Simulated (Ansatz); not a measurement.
# HfB₂, space group P6/mmm: a convergence test of the plane-wave cutoff

With the Python package of Ansatz (0.2.0).

`hfb2.vasp`
```text
HfB2
1.0
   3.14000000    0.00000000    0.00000000
  -1.57000000    2.71931977    0.00000000
   0.00000000    0.00000000    3.48000000
Hf B
1 2
Direct
   0.00000000    0.00000000    0.00000000
   0.33333333    0.66666667    0.50000000
   0.66666667    0.33333333    0.50000000
```

At the Python prompt:
```pycon
>>> import csv
>>> import ansatz as az
>>> from ase.io import read
>>> atoms = read("hfb2.vasp", format="vasp")
>>> crystal = az.Crystal.from_ase(atoms)
>>> crystal.resolved().tree()["lattice"]
((3.14, 0.0, 0.0), (-1.57, 2.71931977, 0.0), (0.0, 0.0, 3.48))
>>> base = (
...     crystal.calculation()
...     .functional(az.Functional.PBE)
...     .kpoints(density=5.1)
...     .occupations(az.OccupationsMethod.METHFESSEL_PAXTON, width=0.15)
... )
>>> rows = []
>>> for value in [250, 350, 450, 550, 650]:
...     summary = base.basis(value).run(threads=1, backend="cpu").report
...     rows.append((value, summary["free_energy_ev"] / len(summary["lattice"]["sites"]), summary["n_iterations"], summary["n_pw"]))
...
DeckWarning: basis.ecutwfc = 250 eV is below the records' recommended 420 eV, and the density's cutoff is lower with it unless basis.ecutrho_ratio is high enough to keep the records' density cutoff: compare with a run at a higher cutoff
DeckWarning: basis.ecutwfc = 350 eV is below the records' recommended 420 eV, and the density's cutoff is lower with it unless basis.ecutrho_ratio is high enough to keep the records' density cutoff: compare with a run at a higher cutoff
>>> with open("ecut.csv", "w", newline="") as handle:
...     writer = csv.writer(handle)
...     writer.writerow(["cutoff (eV)", "F/atom (eV)", "iterations", "plane waves"])
...     writer.writerows([round(v, 5) if isinstance(v, float) else v for v in row] for row in rows)
...
48
>>> # differences from the last row
>>> for row in rows[:-1]:
...     shift = 1000 * (row[1] - rows[-1][1])
...     print(f"{row[0]}: {shift:+.2f} meV/atom" + ("  (within 1 meV)" if abs(shift) < 1 else ""))
...
250: +425.77 meV/atom
350: +11.34 meV/atom
450: +0.70 meV/atom  (within 1 meV)
550: +0.14 meV/atom  (within 1 meV)
```

It writes `ecut.csv`:
```csv
cutoff (eV),F/atom (eV),iterations,plane waves
250,-5344.98092,7,243
350,-5345.39536,6,443
450,-5345.40599,6,649
550,-5345.40655,6,853
650,-5345.40669,6,1143
```

From 450 eV on it stays within 1 meV an atom of the value at 650 eV; the first row (250 eV) is off by 425.8 meV and the last but one by 0.14 meV. The energy falls steadily, as expected when plane waves are added.

What to keep in mind:
- Spin-orbit coupling, which matters for elements this heavy, is left out.
- The structure is a deposited one; some such entries were measured under pressure or heat, so a shift against it needn't be the functional's error alone.
- Warnings are shown shortened and without file and line.
- Shifts are counted from the last row, which is itself no proven limit.
- Run time: 16 s on 1 thread of Arm Neoverse V2, with other jobs on the host, peak memory 0.5 GiB.
